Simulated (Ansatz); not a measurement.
# C2H5BN2O: one species, many methods

How much do the methods differ for C2H5BN2O? The plan is to run it at one geometry with functionals of several rungs and with coupled cluster, and see how far each lands from CCSD(T) at the basis-set limit for the atomisation energy.

Computed with Ansatz 0.2.0, Gaussian basis. Level: functionals in def2-TZVPP, the program's frozen cores in correlated methods.

Levels to be run: LDA (SPW92), PBE-D4, revPBE-D4, BLYP-D4, r2SCAN-D4, B97M-V, PBE0-D4, B3LYP-D4, r2SCANh-D4, r2SCAN0-D4, HSE06-D4, BHLYP-D4, CAM-B3LYP-D4, LC-ωPBE, ωB97X-V, ωB97M-V, B2PLYP, PBE-QIDH; CCSD(T)/def2-SVP; CCSD(T)/def2-TZVPP; MP2/def2-QZVPP; extrapolation to the limit; RPA on PBE.

## Step 1: The relaxed structure

An earlier PBE0-D4 in a triple-zeta def2 set relaxation fixed the geometry.

11 atoms, charge 0, spin multiplicity 1.

Atoms are counted from 1 here; the program's logs count them from 0.

Bond lengths: N1–C2 1.151 Å, C2–C3 1.445 Å, C3–B4 1.603 Å, C3–H7 1.096 Å, C3–H8 1.096 Å, B4–N5 1.392 Å, B4–O6 1.371 Å, N5–H9 1.005 Å, N5–H10 1.005 Å, O6–H11 0.957 Å. Angles: N1–C2–C3 176.7°, C2–C3–B4 113.1°, C2–C3–H7 108.8°, C2–C3–H8 108.8°, B4–C3–H7 109.7°, B4–C3–H8 109.7°, H7–C3–H8 106.6°, C3–B4–N5 120.9°, C3–B4–O6 120.1°, N5–B4–O6 119.0°, B4–N5–H9 122.3°, B4–N5–H10 122.7°, H9–N5–H10 114.9°, B4–O6–H11 114.5°.

## Step 2: LDA

This LDA is Slater exchange with PW92 correlation.

The input, in.yaml:

```yaml
crystal:
  periodic: [false, false, false]
  atoms:
    - {symbol: N, position_ang: [1.176609, -0.797246, 2.446438]}
    - {symbol: C, position_ang: [0.807890, -0.927441, 1.364211]}
    - {symbol: C, position_ang: [0.320605, -1.011442, 0.006424]}
    - {symbol: B, position_ang: [-0.307100, 0.365077, -0.522084]}
    - {symbol: N, position_ang: [-0.349112, 1.491435, 0.295054]}
    - {symbol: O, position_ang: [-0.813145, 0.447530, -1.793674]}
    - {symbol: H, position_ang: [1.145685, -1.315397, -0.647288]}
    - {symbol: H, position_ang: [-0.431878, -1.805800, -0.050737]}
    - {symbol: H, position_ang: [-0.737805, 2.365293, -0.013888]}
    - {symbol: H, position_ang: [0.005427, 1.493992, 1.235606]}
    - {symbol: H, position_ang: [-0.751778, -0.363100, -2.299264]}
basis:
  gaussian: {orbitals: def2-TZVPP}
hamiltonian: {xc: lda}
output: {orbitals: {seedname: orbitals}}
```

Command:

```sh
> ansatz run in.yaml --threads 4 --pin off --events-out ev --progress --plain --max-ram 10444MiB
```

The runs that follow: PBE-D4 (GGA); revPBE-D4 (GGA); BLYP-D4 (GGA); r2SCAN-D4 (meta-GGA); B97M-V (meta-GGA); PBE0-D4 (hybrid); B3LYP-D4 (hybrid); r2SCANh-D4 (hybrid); r2SCAN0-D4 (hybrid); HSE06-D4 (hybrid); BHLYP-D4 (hybrid); CAM-B3LYP-D4 (range-separated); LC-ωPBE (range-separated); ωB97X-V (range-separated); ωB97M-V (range-separated); B2PLYP (double hybrid); PBE-QIDH (double hybrid); CCSD(T) in def2-SVP; CCSD(T) in def2-TZVPP; MP2 in def2-QZVPP; RPA on PBE orbitals.

Before running them: what should the planned runs give, taken together? Wanted: atomisation energy, CCSD(T)/CBS; farthest beyond LDA; mean size of error, GGA; mean size of error, meta-GGA; mean size of error, hybrid; mean size of error, range-separated; mean size of error, double hybrid; gap, smallest and largest; T1 diagnostic.

**Answer**, as computed:

| quantity | value |
| --- | --- |
| atomisation energy, CCSD(T)/CBS | 4803.8 kJ/mol |
| functionals within 24.0 kJ/mol (0.5 %) | r2SCAN-D4, B97M-V, LC-ωPBE, ωB97X-V, B2PLYP, PBE-QIDH |
| farthest beyond LDA | PBE-D4 (+181.1 kJ/mol) |
| mean size of error, GGA | 94.0 kJ/mol |
| mean size of error, meta-GGA | 17.6 kJ/mol |
| mean size of error, hybrid | 66.5 kJ/mol |
| mean size of error, range-separated | 35.6 kJ/mol |
| mean size of error, double hybrid | 13.9 kJ/mol |
| gap, smallest and largest | 6.09 eV (BLYP-D4), 13.39 eV (LC-ωPBE) |
| T1 diagnostic | 0.0126 |
| triples share of the correlation energy | 4.2 % |

**Reading.** LDA overbinds by 779.7 kJ/mol (16 %). PBE-D4 misses by +181.1 kJ/mol. Double hybrids carry the basis error of their MP2 part in triple zeta, and no dispersion term here, so their miss is partly the set-up's. The rungs double hybrid, meta-GGA miss on average by less than the doubt on the reference (24.0 kJ/mol), so they tie; GGA functionals have the largest mean beyond LDA (94.0 kJ/mol). The reference freezes the cores and leaves out relativity and excitations past (T), so misses under about 24.0 kJ/mol can't be ranked. Hartree-Fock recovers 70 % of the binding; the rest is correlation. CCSD(T) in def2-SVP is off by -246.9 kJ/mol, worse than the median functional, from the basis alone. Orbital gaps span 6.1 to 13.4 eV; exact exchange widens them.
